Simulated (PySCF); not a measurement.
# Pb(CH3)H3: forces at shaken geometries

How stiff is Pb(CH3)H3? Its atoms are displaced at random by several amounts. The structure is generated, not taken from experiment.

Program: PySCF 2.14.0. Level of theory: TPSS, Pb def2-SVP with ECP60, C def2-SVP, H def2-SVP; scalar-relativistic core potentials, no spin–orbit coupling. These are calculated values, not measurements.

5 further runs of the same task are left out: 2 for a known fault of the program, 2 that didn't finish, 1 set aside as unsound or not needed.

## Step 1: Where the work starts

8 atoms, charge 0, spin multiplicity 1.

Bond lengths: Pb1–C2 2.260 Å, Pb1–H6 1.780 Å, Pb1–H7 1.780 Å, Pb1–H8 1.780 Å, C2–H3 1.101 Å, C2–H4 1.101 Å, C2–H5 1.101 Å. Angles: C2–Pb1–H6 110.3°, C2–Pb1–H7 110.3°, C2–Pb1–H8 110.3°, H6–Pb1–H7 108.6°, H6–Pb1–H8 108.6°, H7–Pb1–H8 108.6°, Pb1–C2–H3 108.7°, Pb1–C2–H4 108.7°, Pb1–C2–H5 108.7°, H3–C2–H4 110.3°, H3–C2–H5 110.3°, H4–C2–H5 110.3°.

As a file:

```
Pb   -0.10575   -0.10575   -0.10575
C     1.19912    1.19912    1.19912
H     1.82826    1.82826    0.55081
H     0.55081    1.82826    1.82826
H     1.82826    0.55081    1.82826
H    -1.14394   -1.14394    0.90026
H     0.90026   -1.14394   -1.14394
H    -1.14394    0.90026   -1.14394
```

Formal oxidation states: Pb +4. An earlier session relaxed this geometry at TPSS, Pb def2-SVP with ECP60, C def2-SVP, H def2-SVP (singlet, point group C3v).

Its energy there is -234.436538 Eh.

## Step 2: Atoms moved at random, σ = 0.06 Å

The input, run.py (the lines that set the calculation):

```python
mol = gto.M(atom='''
Pb    -0.17183    -0.18602    -0.08951
C      1.17315     1.21326     1.13947
H      1.84376     1.87867     0.60017
H      0.55445     1.83935     1.76713
H      1.93129     0.63725     1.78485
H     -1.20434    -1.12758     0.81008
H      0.90046    -1.13698    -1.07600
H     -1.11386     0.79513    -1.02310''',
    basis={'Pb': 'def2-SVP', 'C': 'def2-SVP', 'H': 'def2-SVP'},
    ecp={'Pb': 'def2-SVP'},
    charge=0, spin=0)
mf = dft.RKS(mol, xc='TPSS')
mf.grids.atom_grid = (50, 194)
mf = mf.density_fit()  # fitting sets: Pb def2-universal-JKFIT, C def2-universal-JKFIT, H def2-universal-JKFIT
mf.conv_tol = 1e-08; mf.max_cycle = 55
mf.kernel(dm0)  # dm0: the density of the relaxed state
```

The run is started by

```sh
$ OMP_NUM_THREADS=2 python run.py
```

Log:

```text
init E= -234.465338261414
  HOMO = -0.245039671682102  LUMO = -0.00788659422090277  gap/eV = 6.45326
cycle= 1 E= -234.418546681328  delta_E= 0.0468  |g|= 0.093  |ddm|=  0.3
  HOMO = -0.243529715777681  LUMO = -0.020561575831918  gap/eV = 6.06727
cycle= 2 E= -234.412545008342  delta_E= 0.006  |g|= 0.166  |ddm|= 0.372
  HOMO = -0.256268506765419  LUMO = -0.0239164519295567  gap/eV = 6.32262
cycle= 3 E= -234.422003823599  delta_E= -0.00946  |g|= 0.0204  |ddm|= 0.219
  HOMO = -0.253900541236783  LUMO = -0.0216659669243278  gap/eV = 6.31942
cycle= 4 E= -234.422137069384  delta_E= -0.000133  |g|= 0.00334  |ddm|= 0.0302
  HOMO = -0.254070632346167  LUMO = -0.0217019994228185  gap/eV = 6.32307
cycle= 5 E= -234.42214114458  delta_E= -4.08e-06  |g|= 0.000694  |ddm|= 0.00643
  HOMO = -0.253996855298777  LUMO = -0.021651142611292  gap/eV = 6.32245
cycle= 6 E= -234.422141364702  delta_E= -2.2e-07  |g|= 7.61e-05  |ddm|= 0.00136
  HOMO = -0.254003461159169  LUMO = -0.0216596005389817  gap/eV = 6.32240
cycle= 7 E= -234.422141366821  delta_E= -2.12e-09  |g|= 2.15e-05  |ddm|= 0.000155
  HOMO = -0.254004036969613  LUMO = -0.0216575731621234  gap/eV = 6.32247
Extra cycle  E= -234.422141366777  delta_E= 4.42e-11  |g|= 2.44e-05  |ddm|= 8.03e-05
converged SCF energy = -234.422141366777
```

Run time: 3.5 s. Hardware: 2 threads of Intel Xeon Platinum 8488C (Sapphire Rapids), shared host.

Result: E = -234.422141 Eh (+0.392 eV from the relaxed state), HOMO -6.91 eV, LUMO -0.59 eV, Mulliken charge on Pb1 +0.37 e, largest force component 2.240 eV/Å. 

| atom | Fx | Fy | Fz (eV/Å) |
| --- | --- | --- | --- |
| Pb1 | 2.240 | 0.525 | 0.450 |
| C2 | 1.337 | -1.264 | 0.876 |
| H3 | -0.061 | 0.281 | -0.976 |
| H4 | -0.494 | 0.261 | 0.570 |
| H5 | -1.242 | 0.309 | -0.483 |
| H6 | -0.871 | -0.976 | 1.050 |
| H7 | 0.204 | -0.317 | -0.260 |
| H8 | -1.113 | 1.182 | -1.227 |

## Step 3: Atoms moved at random, σ = 0.1 Å

The input, run.py (the lines that set the calculation):

```python
mol = gto.M(atom='''
Pb    -0.11798     0.07448    -0.04864
C      1.06168     1.28428     1.37671
H      1.92722     1.76394     0.41292
H      0.48695     1.95836     1.81649
H      1.86911     0.42957     1.89581
H     -1.14356    -1.12556     0.92191
H      0.90834    -1.25483    -1.30891
H     -1.07868     0.78284    -1.15319''',
    basis={'Pb': 'def2-SVP', 'C': 'def2-SVP', 'H': 'def2-SVP'},
    ecp={'Pb': 'def2-SVP'},
    charge=0, spin=0)
mf = dft.RKS(mol, xc='TPSS')
mf.grids.atom_grid = (50, 194)
mf = mf.density_fit()  # fitting sets: Pb def2-universal-JKFIT, C def2-universal-JKFIT, H def2-universal-JKFIT
mf.conv_tol = 1e-08; mf.max_cycle = 55
mf.kernel(dm0)  # dm0: the density of the relaxed state
```

The run is started by

```sh
$ OMP_NUM_THREADS=2 python run.py
```

Log:

```text
init E= -234.216897315589
  HOMO = -0.331836008234123  LUMO = -0.143543388764849  gap/eV = 5.12370
cycle= 1 E= -234.324625734271  delta_E= -0.108  |g|= 0.235  |ddm|= 0.58
  HOMO = -0.225414397803589  LUMO = -0.0368598922010079  gap/eV = 5.13083
cycle= 2 E= -234.302483589006  delta_E= 0.0221  |g|= 0.345  |ddm|= 0.821
  HOMO = -0.23987379070962  LUMO = -0.0560426259897948  gap/eV = 5.00230
cycle= 3 E= -234.343378278062  delta_E= -0.0409  |g|= 0.0965  |ddm|= 0.538
  HOMO = -0.245954063036793  LUMO = -0.0571650088138664  gap/eV = 5.13721
cycle= 4 E= -234.346379031958  delta_E= -0.003  |g|= 0.0138  |ddm|= 0.123
  HOMO = -0.246061046085417  LUMO = -0.0577676948949648  gap/eV = 5.12372
cycle= 5 E= -234.346462014441  delta_E= -8.3e-05  |g|= 0.00629  |ddm|= 0.0367
  HOMO = -0.246480901393364  LUMO = -0.0577789365658212  gap/eV = 5.13484
cycle= 6 E= -234.346482372824  delta_E= -2.04e-05  |g|= 0.00121  |ddm|= 0.0133
  HOMO = -0.246486027874928  LUMO = -0.0578536362117354  gap/eV = 5.13295
cycle= 7 E= -234.346482901336  delta_E= -5.29e-07  |g|= 0.000186  |ddm|= 0.00215
  HOMO = -0.246453042512396  LUMO = -0.0578223383785126  gap/eV = 5.13290
cycle= 8 E= -234.346482914859  delta_E= -1.35e-08  |g|= 5.81e-05  |ddm|= 0.000479
  HOMO = -0.246456679104561  LUMO = -0.0578259713180991  gap/eV = 5.13290
cycle= 9 E= -234.346482916752  delta_E= -1.89e-09  |g|= 1.02e-05  |ddm|= 0.00013
  HOMO = -0.246458098997499  LUMO = -0.0578260527377257  gap/eV = 5.13294
Extra cycle  E= -234.346482916745  delta_E= 7.16e-12  |g|= 1.06e-05  |ddm|= 3.82e-05
converged SCF energy = -234.346482916745
```

It took 4 s on 2 threads of Intel Xeon Platinum 8488C (Sapphire Rapids), shared host.

Read off: E = -234.346483 Eh (+2.451 eV from the relaxed state), HOMO -6.71 eV, LUMO -1.57 eV, Mulliken charge on Pb1 +0.33 e, largest force component 8.611 eV/Å. 

| atom | Fx | Fy | Fz (eV/Å) |
| --- | --- | --- | --- |
| Pb1 | 1.072 | -3.548 | 0.409 |
| C2 | 8.611 | -5.110 | -5.197 |
| H3 | -2.641 | -0.733 | 3.208 |
| H4 | -2.437 | 3.492 | 2.815 |
| H5 | -2.746 | 2.844 | -0.688 |
| H6 | 0.287 | 0.410 | -0.295 |
| H7 | -0.705 | 1.350 | 1.318 |
| H8 | -1.441 | 1.295 | -1.568 |

## Step 4: Atoms moved at random, σ = 0.15 Å

The input, run.py (the lines that set the calculation):

```python
mol = gto.M(atom='''
Pb     0.06801    -0.13069    -0.27694
C      1.25114     1.14593     1.13736
H      1.77050     1.73086     0.55540
H      0.55816     1.87034     1.74365
H      1.73424     0.72659     1.92892
H     -1.08020    -1.33752     0.80351
H      0.75486    -0.84198    -0.83065
H     -1.14361     0.74955    -1.14816''',
    basis={'Pb': 'def2-SVP', 'C': 'def2-SVP', 'H': 'def2-SVP'},
    ecp={'Pb': 'def2-SVP'},
    charge=0, spin=0)
mf = dft.RKS(mol, xc='TPSS')
mf.grids.atom_grid = (50, 194)
mf = mf.density_fit()  # fitting sets: Pb def2-universal-JKFIT, C def2-universal-JKFIT, H def2-universal-JKFIT
mf.conv_tol = 1e-08; mf.max_cycle = 55
mf.kernel(dm0)  # dm0: the density of the relaxed state
```

The run is started by

```sh
$ OMP_NUM_THREADS=2 python run.py
```

Log:

```text
init E= -234.406233214436
  HOMO = -0.253042621133487  LUMO = -0.0140112321492154  gap/eV = 6.50438
cycle= 1 E= -234.137485772845  delta_E= 0.269  |g|= 0.16  |ddm|= 1.04
  HOMO = -0.229512997821445  LUMO = -0.0182873898196068  gap/eV = 5.74774
cycle= 2 E= -234.130451049547  delta_E= 0.00703  |g|= 0.201  |ddm|= 0.63
  HOMO = -0.247869478168614  LUMO = -0.0119817252704224  gap/eV = 6.41883
cycle= 3 E= -234.149068628209  delta_E= -0.0186  |g|= 0.0203  |ddm|= 0.367
  HOMO = -0.248834032355695  LUMO = -0.0134075105871932  gap/eV = 6.40628
cycle= 4 E= -234.149179317532  delta_E= -0.000111  |g|= 0.00639  |ddm|= 0.0348
  HOMO = -0.248516534846113  LUMO = -0.0136072182939444  gap/eV = 6.39221
cycle= 5 E= -234.149186855689  delta_E= -7.54e-06  |g|= 0.00383  |ddm|= 0.011
  HOMO = -0.248571829065378  LUMO = -0.0133651829951413  gap/eV = 6.40030
cycle= 6 E= -234.14919150391  delta_E= -4.65e-06  |g|= 0.000286  |ddm|= 0.00466
  HOMO = -0.248595295160611  LUMO = -0.0133801209008403  gap/eV = 6.40053
cycle= 7 E= -234.149191526633  delta_E= -2.27e-08  |g|= 4.64e-05  |ddm|= 0.000463
  HOMO = -0.248585249013171  LUMO = -0.0133756827303063  gap/eV = 6.40038
cycle= 8 E= -234.149191527184  delta_E= -5.51e-10  |g|= 1.23e-05  |ddm|= 8.05e-05
  HOMO = -0.248590559284294  LUMO = -0.0133765252904707  gap/eV = 6.40050
Extra cycle  E= -234.149191527167  delta_E= 1.75e-11  |g|= 1.33e-05  |ddm|= 4.67e-05
converged SCF energy = -234.149191527167
```

It took 3.9 s on 2 threads of Intel Xeon Platinum 8488C (Sapphire Rapids), shared host.

Read off: E = -234.149192 Eh (+7.819 eV from the relaxed state), HOMO -6.76 eV, LUMO -0.36 eV, Mulliken charge on Pb1 +0.62 e, largest force component 21.890 eV/Å. 

| atom | Fx | Fy | Fz (eV/Å) |
| --- | --- | --- | --- |
| Pb1 | -21.605 | 19.825 | 18.007 |
| C2 | -6.595 | 0.187 | 2.534 |
| H3 | 3.719 | 3.428 | -3.421 |
| H4 | 0.564 | -0.947 | -1.233 |
| H5 | 2.148 | -2.154 | 2.076 |
| H6 | 0.821 | 1.044 | -0.695 |
| H7 | 21.222 | -21.890 | -17.234 |
| H8 | -0.274 | 0.508 | -0.035 |

## Step 5: Results

| σ (Å) | energy rise (eV) | harmonic estimate −½ F·u (eV) | largest force component (eV/Å) |
| --- | --- | --- | --- |
| 0.06 | 0.392 | 0.410 | 2.24 |
| 0.1 | 2.451 | 2.179 | 8.61 |
| 0.15 | 7.819 | 11.981 | 21.89 |

Every displacement raises the energy. For a harmonic well the rise equals −½ F·u; the two differ by at most 53 % here (a move with σ = 0.15 Å), from anharmonicity, the grid and the small forces left at the relaxed point. These are double-zeta-type bases without diffuse functions. Spin–orbit coupling is left out.
